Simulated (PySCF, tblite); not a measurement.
# C₇H₁₅B: geometry, infrared bands, NMR shifts, electronic excitations and core binding energies

Wanted: the infrared bands, NMR shifts, electronic excitations and core binding energies of C₇H₁₅B (`C[C@@H]1BCCC[C@@H]1C`), by calculation.

The runs use tblite 0.8.0 and PySCF 2.14.0, with density-fitted response routines of our own; the level of theory stands in each step. All values are computed, except where a source is named. Atoms are numbered from 0 throughout.

**1. The molecule as given**

23 atoms, charge 0, multiplicity 1; geometry from: force field or distance geometry start.

Bonds of the start (Å): C0–C1 1.53, C1–B2 1.62, B2–C3 1.59, C3–C4 1.54, C4–C5 1.55, C5–C6 1.55, C6–C7 1.53, C6–C1 1.56, C0–H8 1.11, C0–H9 1.11, C0–H10 1.10, C1–H11 1.12, B2–H12 1.19, C3–H13 1.10, C3–H14 1.11, C4–H15 1.11, C4–H16 1.11, C5–H17 1.11, C5–H18 1.11, C6–H19 1.12, C7–H20 1.11, C7–H21 1.11, C7–H22 1.12.

**2. Geometry optimisation with GFN2-xTB**

The job: settings as JSON, then the geometry in Å.

```
{"job": {"kind": "relax", "xc": "GFN2-xTB", "basis": "xTB"}, "charge": 0, "multiplicity": 1}
C     -0.798400     1.755700    -0.721300
C     -0.614600     0.887900     0.519300
B      0.845200     1.158100     1.161400
C      2.072300     0.444200     0.455400
C      1.752800    -1.046900     0.233300
C      0.418500    -1.245400    -0.527200
C     -0.767500    -0.641300     0.259700
C     -2.091600    -0.981800    -0.419500
H     -1.844600     1.674300    -1.090200
H     -0.638100     2.827100    -0.467400
H     -0.113300     1.468500    -1.536700
H     -1.369600     1.190300     1.284700
H      0.939400     1.640300     2.243400
H      2.287100     0.934000    -0.509100
H      2.966300     0.538800     1.114300
H      2.573500    -1.497400    -0.356200
H      1.714200    -1.576100     1.204400
H      0.491500    -0.796600    -1.536500
H      0.261500    -2.333400    -0.653900
H     -0.790600    -1.147600     1.262900
H     -2.101600    -0.643800    -1.477900
H     -2.259700    -2.083000    -0.408500
H     -2.937500    -0.498900     0.125800
```

Command:

```sh
$ OMP_NUM_THREADS=1 python probes_run.py task.json out
```

One launch serves the whole session: the jobs run in the order shown.

**Question.** This job is followed by: GFN2-xTB harmonic vibrations, gas phase; PBE0-D3(BJ)/def2-SVP geometry optimisation, gas phase; GIAO PBE0/pcSseg-1 NMR shielding, non-relativistic, gas phase; TDDFT wB97X-D/def2-SVPD, vertical, gas phase, core orbitals frozen in the response; GIAO wB97X-D/pcSseg-1 NMR shielding, non-relativistic, gas phase; delta-SCF UKS SCAN, pcX-2 on the ionised atom, pcseg-1 elsewhere, spin-free X2C. Predict these results of the whole session: strongest single infrared mode (GFN2-xTB); zero-point energy (GFN2-xTB); point group; rotational constants (main isotopes); 13C shifts against TMS (PBE0/pcSseg-1); 1H shifts against TMS (PBE0/pcSseg-1, means over atoms taken as alike); 11B shifts against BF3·OEt2 (PBE0/pcSseg-1); lowest singlet (wB97X-D/def2-SVPD); brightest single state of those computed; lowest triplet; vertical ionisation energy (ΔSCF); C1s binding energies, SCAN/pcX-2; B1s binding energies, SCAN/pcX-2; range of the shift of B2.

As calculated:

```
                                                              quantity                                                                           value
                             strongest single infrared mode (GFN2-xTB)                                                           2620 cm⁻¹, 163 km/mol
                                          zero-point energy (GFN2-xTB)                                                                  129.7 kcal/mol
                                                           point group                                                                              C1
                                  rotational constants (main isotopes)                                                            2.68, 1.90, 1.31 GHz
                                13C shifts against TMS (PBE0/pcSseg-1)                                     34.2, 33.7, 31.4, 28.4, 26.6, 21.9, 5.1 ppm
1H shifts against TMS (PBE0/pcSseg-1, means over atoms taken as alike)            7.48, 1.99, 1.76, 1.61, 1.49, 1.40, 1.25, 1.22, 1.00, 0.71, 0.65 ppm
                           11B shifts against BF3·OEt2 (PBE0/pcSseg-1)                                                                        86.9 ppm
                                    lowest singlet (wB97X-D/def2-SVPD)                                                     5.65 eV (220 nm), f = 0.004
                              brightest single state of those computed                                                     state 6, 7.96 eV, f = 0.036
                                                        lowest triplet                                                                         5.21 eV
                                     vertical ionisation energy (ΔSCF)                                                                         9.67 eV
                                      C1s binding energies, SCAN/pcX-2  C0 290.42, C4 290.27, C7 290.22, C6 290.17, C5 290.12, C3 289.85, C1 289.68 eV
                                      B1s binding energies, SCAN/pcX-2                                                                    B2 195.28 eV
                                              range of the shift of B2                                                                82.9 to 86.9 ppm
```

In words: Over 81 steps the energy fell by 0.259 eV; of the close pairs, C1–B2 changed most, 1.618 to 1.583 Å (GFN2-xTB). All 63 modes are real, so the xTB geometry is a minimum. The strongest single mode, at 2620 cm⁻¹, moves mainly H12. GFN2-xTB is a fitted tight-binding method: band positions and strengths are rough. Its intensities can rank the bands wrongly. Over 4 steps the energy fell by 0.221 eV; of the close pairs, B2–C3 changed most, 1.608 to 1.562 Å (PBE0/def2-SVP). At PBE0/pcSseg-1: Shielding is most anisotropic at B2 (span 184 ppm, paramagnetic term -176 ppm). The first singlet state (HOMO→LUMO 0.91) lies at 5.65 eV and is weak; of the 10 states computed, the strongest absorption comes from state 6 at 7.96 eV. The lowest triplet lies 0.43 eV below the lowest singlet (triplets in Tamm-Dancoff, singlets in full TDDFT). The orbital energy would give 9.58 eV for ionisation, ΔSCF gives 9.67 eV. C0 (methyl carbon) binds its C1s electron 0.73 eV more tightly than C1 (sp3 CH bonded to B). In ppm, B2 moves most: its shift spreads over 4.1 ppm, from 82.9 (wB97X-D/pcSseg-1) to 86.9 (PBE0/pcSseg-1).
